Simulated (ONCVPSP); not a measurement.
**An ONCV potential for Zn, from input to tests**

Do these settings give a usable potential? It is generated, then checked for transferability, scattering, ghosts and hardness.

Program: ONCVPSP 4.0.1. Reference atom: PBEsol, fully relativistic, spherical and spin-unpolarised. All values are calculated.

## 1. The design

The settings as typed:

```json
{
 "element": "zinc (Zn, Z = 30)",
 "type": "optimised norm-conserving Vanderbilt (ONCV)",
 "frozen core": "[Ne] 3s2",
 "valence charge": "18",
 "reference configuration": "3p6 3d10 4s1.75 4p0.25",
 "partial waves": "4s: rc 1.65 bohr, ncon 4, nbas 8, qcut 3.1 1/bohr, 1 projector; 3p+4p: rc 1.20 bohr, ncon 4, nbas 7, qcut 12.7 1/bohr, 2 projectors; 3d: rc 1.30 bohr, ncon 4, nbas 8, qcut 12.8 1/bohr, 2 projectors, debl 1.7 Ha; f scattering state at 0.23 Ha: rc 1.20 bohr, ncon 3, nbas 7, qcut 10.4 1/bohr, local",
 "local potential": "the f channel",
 "core correction": "Teter function, fcfact 4, rcfact 1.7"
}
```

An earlier all-electron run gives the scale for the radii.

All-electron outer shells of the reference configuration (PBEsol, scalar-relativistic, ld1.x):

```tsv
shell	level (eV)	outermost node (bohr)	outermost maximum (bohr)
2p	-1004.05	–	0.15
3s	-129.54	0.28	0.59
3p	-83.87	0.25	0.59
3d	-10.77	–	0.56
4s	-6.40	0.85	2.09
4p	-1.37	0.92	3.00
```

## 2. The generation run

Contents of Zn.dat:

```
# ATOM AND REFERENCE CONFIGURATION
# atsym  z   nc   nv     iexc    psfile
  Zn 30.00    4    4  -116133      upf
#
#   n    l    f
    1    0    2.00
    2    0    2.00
    2    1    6.00
    3    0    2.00
    3    1    6.00
    3    2   10.00
    4    0    1.75
    4    1    0.25
#
# PSEUDOPOTENTIAL AND OPTIMIZATION
# lmax
    3
#
#   l,   rc,      ep,       ncon, nbas, qcut
    0    1.65    0.00    4    8    3.10
    1    1.20    0.00    4    7   12.70
    2    1.30    0.00    4    8   12.80
    3    1.20    0.23    3    7   10.40
#
# LOCAL POTENTIAL
# lloc, lpopt,  rc(5),   dvloc0
    3    5    1.20    0.00
#
# VANDERBILT-KLEINMAN-BYLANDER PROJECTORs
# l, nproj, debl
    0    1    1.10
    1    2    3.50
    2    2    1.70
    3    0    1.90
#
# MODEL CORE CHARGE
# icmod, fcfact, rcfact
    3    4.00    1.70
#
# LOG DERIVATIVE ANALYSIS
# epsh1, epsh2, depsh
   -5.00    5.00    0.04
#
# OUTPUT GRID
# rlmax, drl
    6.00    0.01
#
# TEST CONFIGURATIONS
# ncnf
    4
# nvcnf
#   n    l    f
    4
    3    1    6.00
    3    2   10.00
    4    0    2.00
    4    1    0.00
#
    4
    3    1    6.00
    3    2   10.00
    4    0    1.00
    4    1    0.00
#
    4
    3    1    6.00
    3    2   10.00
    4    0    0.00
    4    1    0.00
#
    4
    3    1    6.00
    3    2   10.00
    4    0    0.00
    4    1    1.00
#
```

Command:

```
$ oncvpspr.x < Zn.dat > Zn.out
```

Before running it: what results should come out? Wanted: cutoffs for 1 and 0.1 mHa per electron, occupied waves; bound ghosts; GHOST(+) flags; largest test error; largest phase difference near zero energy, channels read; rms error of d²Exc/dn², without and with the model core.

As calculated:

```
                                                quantity                                            value
  cutoffs for 1 and 0.1 mHa per electron, occupied waves                                  63 Ha and 71 Ha
                                            bound ghosts                                  s at -115.65 eV
                                          GHOST(+) flags                               none at low energy
                            largest test error (AE − PS)  -19 meV, for 3p6 3d10 4s0 4p1 (1 test unsolved)
largest phase difference near zero energy, channels read                                        0.007 rad
 rms error of d²Exc/dn², without and with the model core                                6.84 and 4.78 mHa
```

It has a bound ghost (s), a state that the atom doesn't have, and that rules the file out. By total energies transferability is good where solved: the largest error is 19 meV on 15.0 eV, for 3p6 3d10 4s0 4p1. Atomic tests can pass in spite of a ghost, since they solve only for the levels asked. Of the tests 1 gave no usable energy difference, which is a warning in itself. It counts as hard, with 63 Ha needed at the looser tolerance. At the looser tolerance the 3d wave is the slowest; 3p needs 51 Ha. Near zero energy the phases of the channels with partial waves agree within 0.007 rad. These are tests on the free atom; a crystal test is still owed.
